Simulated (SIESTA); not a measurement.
## Ir in SIESTA: the effect of basis

Slab: Ir, a slab with vacuum.

```
Ir
1.0
     2.71487    0.00000    0.00000
    -1.35743    2.35114    0.00000
     0.00000    0.00000   23.86671
Ir
5
Direct
  0.66667 0.33333 0.31425
  0.33333 0.66667 0.40712
  0.00000 0.00000 0.50000
  0.66667 0.33333 0.59288
  0.33333 0.66667 0.68575
```

The slab is cut from a database's or a generator's crystal, which needn't be the stable form of the element.

Alike in all runs:

* Program: SIESTA 5.4.2
* Task: band structure
* Functional: PBE
* Potentials or basis: PseudoDojo 0.4 standard (PBE files)
* Grid cutoff: 800 Ry
* Energy shift: 0.003 Ry
* k mesh: 11 × 11 × 1
* Occupations: fermi-dirac, width 0.05 eV
* Spin: no spin polarisation

```csv
basis,largest force (eV/Å)
SZ,0.14
SZP,0.31
DZ,0.14
DZP,0.31
DZDP,0.25
TZP,0.25
TZDP,?
```

Q: What does the run with basis TZDP give?

A: Largest force 0.32 eV/Å.

Caveats: the basis has no polarisation orbitals (some runs).
